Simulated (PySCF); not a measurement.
**Solver options tried on AuC**

Aim: find out which solver settings change the answer for AuC.

Method: each script names its method and basis; program: PySCF 2.14.0.

4 further runs of the same task are left out: 1 for a known fault of the program, 3 that didn't finish.

### 1 The system as given

AuC: 2 atoms, charge 0, spin multiplicity 2.

Bond lengths: Au1–C2 2.032 Å.

### 2 Base script

Contents of input.py:

```python
from pyscf import gto, scf, mp

mol = gto.M(
    atom='Au 0 0 0; C 0 0 2.032',
    basis='lanl2dz',
    ecp={'Au': 'lanl2dz'},
    charge=0,
    spin=1,
    verbose=4,
)
mf = scf.UHF(mol)
mf = mf.newton()
mf.kernel()
mp.MP2(mf).kernel()
mf.dip_moment()
print('orbital energies (hartree):', [e[max(0, n-3):n+3].round(4) for e, n in zip(mf.mo_energy, mol.nelec)])
```

Started as:

```console
python input.py
```

Its log is not repeated here.

In short: E(SCF) = -172.074411 Eh, 7 macro-iterations, E(MP2) − E(SCF) = -0.10137 Eh, ⟨S²⟩ = 1.391, μ = 3.57 D (of the SCF density).

⟨S²⟩ = 1.39 against 0.75 for a pure state: the determinant is spin-contaminated. The bond length is a typed value, not an optimised one. No search for the lowest state was made; open d or f shells can end in a higher solution.

### 3 Level shift 1 hartree

Run 1 changes level shift: none → 1 hartree.

Contents of input.py:

```python
from pyscf import gto, scf, mp

mol = gto.M(
    atom='Au 0 0 0; C 0 0 2.032',
    basis='lanl2dz',
    ecp={'Au': 'lanl2dz'},
    charge=0,
    spin=1,
    verbose=4,
)
mf = scf.UHF(mol)
mf.level_shift = 1.0
mf = mf.newton()
mf.kernel()
mp.MP2(mf).kernel()
mf.dip_moment()
print('orbital energies (hartree):', [e[max(0, n-3):n+3].round(4) for e, n in zip(mf.mo_energy, mol.nelec)])
```

Started as:

```console
python input.py
```

### 4 DIIS space 2

Run 2 changes DIIS space: default → 2.

Changes to input.py since step 2:

```diff
@@ -11,2 +11,3 @@
 mf = scf.UHF(mol)
+mf.diis_space = 2
 mf = mf.newton()
```

What does the calculation give? Wanted: for each run, E(SCF); from base; gap, α spin; SCF dipole; after the SCF.

As calculated:

| run | E(SCF) (hartree) | from base (eV) | cycles | gap, α spin (eV) | SCF dipole (D) | after the SCF |
| --- | --- | --- | --- | --- | --- | --- |
| base | -172.074411 | 0 | 7 macro | 8.11 | 3.57 | MP2 correlation -2.758 eV |
| level shift 1 hartree | -172.074411 | 0.0000 | 7 macro | 8.11 | 3.57 | MP2 correlation -2.758 eV |
| DIIS space 2 | -172.074411 | 0.0000 | 7 macro | 8.11 | 3.57 | MP2 correlation -2.758 eV |

Distance from each run's final energy (log10 hartree) by cycle:

| run | cycle 1 | cycle 2 | cycle 3 | cycle 5 | cycle 8 | cycle 12 |
| --- | --- | --- | --- | --- | --- | --- |
| base | -0.3 | -1.3 | -2.3 | -4.4 | done | done |
| level shift 1 hartree | -0.3 | -1.3 | -2.3 | -4.4 | done | done |
| DIIS space 2 | -0.3 | -1.3 | -2.3 | -4.4 | done | done |

With level shift 1 hartree or DIIS space 2 the SCF ends at the base energy. The cycles with level shift 1 hartree or DIIS space 2 repeat those of the base digit for digit, so the setting never acted.
